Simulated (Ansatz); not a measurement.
# Alloy of Li2S and Na2S (24 of 64 Li sites exchanged), 96 atoms

How does this alloy cell relax, and what gap do PBEsol and r²SCAN give?

Program: Ansatz 0.2.0, PAW, plane waves. These are calculated values, not measurements.

**1. Starting point**

96 atoms (40 Li, 24 Na, 32 S); a = 11.955 Å, b = 11.955 Å, c = 11.955 Å, α = 90.00°, β = 90.00°, γ = 90.00°. All atoms were shaken off their sites by about 0.02 Å along each axis.

Plan of the steps: (2) PBEsol cell relaxation at the single k point (¼, ¼, ¼), on 1 × NVIDIA GB300 Max-Q with 8 threads of Arm Neoverse-V2; (3) r²SCAN single point at the single k point (¼, ¼, ¼), on 1 × NVIDIA GB300 Max-Q with 8 threads of Arm Neoverse-V2.

**2. Relaxing cell and atoms with PBEsol**

The input, in.yaml:

```yaml
crystal:
  lattice:
    - [11.954623, 0.000000, 0.000000]
    - [0.000000, 11.954623, 0.000000]
    - [0.000000, 0.000000, 11.954623]
  atoms:
    - { symbol: Li, position: [0.377866, 0.127662, 0.129138] }
    - { symbol: Li, position: [0.373275, 0.122362, 0.626810] }
    - { symbol: Li, position: [0.376666, 0.623637, 0.122847] }
    - { symbol: Li, position: [0.375773, 0.626233, 0.623069] }
    - { symbol: Li, position: [0.875721, 0.124484, 0.625837] }
    - { symbol: Li, position: [0.875624, 0.626121, 0.124519] }
    - { symbol: Li, position: [0.874273, 0.626019, 0.626306] }
    - { symbol: Li, position: [0.123409, 0.375722, 0.123662] }
    - { symbol: Li, position: [0.127672, 0.375819, 0.626231] }
    - { symbol: Li, position: [0.625473, 0.374002, 0.124737] }
    - { symbol: Li, position: [0.625848, 0.376455, 0.622799] }
    - { symbol: Li, position: [0.625148, 0.874917, 0.125141] }
    - { symbol: Li, position: [0.125094, 0.627913, 0.374493] }
    - { symbol: Li, position: [0.126418, 0.623317, 0.877245] }
    - { symbol: Li, position: [0.627552, 0.123387, 0.377037] }
    - { symbol: Li, position: [0.628525, 0.125061, 0.873755] }
    - { symbol: Li, position: [0.623392, 0.624561, 0.376035] }
    - { symbol: Li, position: [0.126228, 0.126426, 0.123298] }
    - { symbol: Li, position: [0.124525, 0.625282, 0.122827] }
    - { symbol: Li, position: [0.123450, 0.624271, 0.624938] }
    - { symbol: Li, position: [0.625526, 0.626753, 0.125877] }
    - { symbol: Li, position: [0.376298, 0.377041, 0.373176] }
    - { symbol: Li, position: [0.376078, 0.874188, 0.376035] }
    - { symbol: Li, position: [0.373073, 0.873074, 0.872740] }
    - { symbol: Li, position: [0.875458, 0.874894, 0.874017] }
    - { symbol: Li, position: [0.376762, 0.874316, 0.126323] }
    - { symbol: Li, position: [0.378551, 0.877327, 0.625687] }
    - { symbol: Li, position: [0.874969, 0.374536, 0.625990] }
    - { symbol: Li, position: [0.875747, 0.874483, 0.122523] }
    - { symbol: Li, position: [0.374554, 0.122548, 0.373088] }
    - { symbol: Li, position: [0.373307, 0.622610, 0.874217] }
    - { symbol: Li, position: [0.876488, 0.123705, 0.375153] }
    - { symbol: Li, position: [0.873388, 0.624200, 0.377405] }
    - { symbol: Li, position: [0.875501, 0.624635, 0.873669] }
    - { symbol: Li, position: [0.123901, 0.373659, 0.373340] }
    - { symbol: Li, position: [0.128634, 0.375462, 0.873737] }
    - { symbol: Li, position: [0.126630, 0.874152, 0.375861] }
    - { symbol: Li, position: [0.625329, 0.373881, 0.370801] }
    - { symbol: Li, position: [0.623356, 0.874643, 0.377293] }
    - { symbol: Li, position: [0.627000, 0.874280, 0.876233] }
    - { symbol: Na, position: [0.877290, 0.124427, 0.124341] }
    - { symbol: Na, position: [0.124854, 0.872767, 0.125629] }
    - { symbol: Na, position: [0.124150, 0.875554, 0.623795] }
    - { symbol: Na, position: [0.622721, 0.876034, 0.621783] }
    - { symbol: Na, position: [0.123269, 0.124367, 0.373637] }
    - { symbol: Na, position: [0.124348, 0.125698, 0.876862] }
    - { symbol: Na, position: [0.626658, 0.627458, 0.875625] }
    - { symbol: Na, position: [0.125853, 0.125046, 0.624626] }
    - { symbol: Na, position: [0.627358, 0.119972, 0.125885] }
    - { symbol: Na, position: [0.623864, 0.124600, 0.623331] }
    - { symbol: Na, position: [0.625767, 0.619820, 0.620484] }
    - { symbol: Na, position: [0.377243, 0.375426, 0.876439] }
    - { symbol: Na, position: [0.873342, 0.376156, 0.375583] }
    - { symbol: Na, position: [0.876561, 0.374843, 0.876022] }
    - { symbol: Na, position: [0.877518, 0.874616, 0.376200] }
    - { symbol: Na, position: [0.376478, 0.374494, 0.125544] }
    - { symbol: Na, position: [0.375643, 0.372963, 0.627167] }
    - { symbol: Na, position: [0.876664, 0.375699, 0.123731] }
    - { symbol: Na, position: [0.873977, 0.877180, 0.623577] }
    - { symbol: Na, position: [0.375989, 0.125542, 0.871204] }
    - { symbol: Na, position: [0.374973, 0.625997, 0.377943] }
    - { symbol: Na, position: [0.875775, 0.125361, 0.873949] }
    - { symbol: Na, position: [0.124682, 0.875418, 0.877668] }
    - { symbol: Na, position: [0.623916, 0.376158, 0.873195] }
    - { symbol: S, position: [0.003736, 0.999175, 0.999594] }
    - { symbol: S, position: [0.000919, 0.999360, 0.500813] }
    - { symbol: S, position: [0.002927, 0.499970, 0.998800] }
    - { symbol: S, position: [0.999593, 0.500033, 0.496187] }
    - { symbol: S, position: [0.501398, 0.002411, 0.999204] }
    - { symbol: S, position: [0.498372, 0.999706, 0.500002] }
    - { symbol: S, position: [0.498181, 0.500194, 0.998321] }
    - { symbol: S, position: [0.496125, 0.499228, 0.500774] }
    - { symbol: S, position: [0.250450, 0.250105, 0.000178] }
    - { symbol: S, position: [0.250497, 0.249031, 0.501854] }
    - { symbol: S, position: [0.251751, 0.752440, 0.001760] }
    - { symbol: S, position: [0.250050, 0.746945, 0.499122] }
    - { symbol: S, position: [0.751307, 0.248745, 0.000502] }
    - { symbol: S, position: [0.748453, 0.248952, 0.498383] }
    - { symbol: S, position: [0.751815, 0.749554, 0.999228] }
    - { symbol: S, position: [0.748066, 0.747005, 0.502886] }
    - { symbol: S, position: [0.249350, 0.003429, 0.252973] }
    - { symbol: S, position: [0.249216, 0.998583, 0.751745] }
    - { symbol: S, position: [0.252979, 0.497801, 0.250279] }
    - { symbol: S, position: [0.250234, 0.501917, 0.751802] }
    - { symbol: S, position: [0.746902, 0.999925, 0.250450] }
    - { symbol: S, position: [0.750375, 0.001386, 0.751494] }
    - { symbol: S, position: [0.750187, 0.499795, 0.251673] }
    - { symbol: S, position: [0.747150, 0.499850, 0.749837] }
    - { symbol: S, position: [0.998792, 0.248401, 0.251021] }
    - { symbol: S, position: [0.998836, 0.248341, 0.749354] }
    - { symbol: S, position: [0.002053, 0.749325, 0.250600] }
    - { symbol: S, position: [0.003033, 0.749904, 0.750327] }
    - { symbol: S, position: [0.499861, 0.247206, 0.251560] }
    - { symbol: S, position: [0.498861, 0.253908, 0.751127] }
    - { symbol: S, position: [0.500323, 0.746401, 0.249272] }
    - { symbol: S, position: [0.499629, 0.749826, 0.750351] }
  symmetry: { detect: false }
kpoints:
  mp_grid: { grid: [1, 1, 1], shift: [0.25, 0.25, 0.25] }
hamiltonian:
  xc: pbesol
scf:
  occupations: { method: fermi_dirac, width: 0.01 }
relax:
  f_tol: 0.03
  max_steps: 80
  escape_saddle: false
  adjacent_minimum: "off"
  cell: { fix: [shape] }
output:
  forces: true
  eigenvalues: true
  populations: true
```

Command:

```
ansatz run in.yaml --threads 8 --pin off --max-ram 118750MiB --runs-dir r --events-out ev --progress --plain --backend cuda --devices 0,
```

After this run come: r²SCAN on the final geometry.

Q: Predict the outcome of this session. Wanted: for each run, top filled to lowest empty.

**Answer**, as computed:

```
             level         time  top filled to lowest empty (eV)
PBEsol, relaxation   13 s (GPU)                             3.63
            r²SCAN  7.4 s (GPU)                             4.32
```

| quantity | value |
| --- | --- |
| relaxation | 8 recorded steps, 3.42 eV gained |
| largest shift | 0.69 Å (Li4) |
| relaxed cell | a = 12.057 Å, b = 12.057 Å, c = 12.057 Å, α = 90.00°, β = 90.00°, γ = 90.00° |
| mean bonds | Li–S 2.541, Na–S 2.698 Å |

**What this shows.** Relaxation gains 3.42 eV, with shifts up to 0.69 Å (Li4), while the volume changes by +2.6 %. The mean lengths of the listed bonds run from Li–S 2.54 Å to Na–S 2.70 Å. With one k point the spacing samples only the states that fold onto it, so it can exceed the gap over the zone.
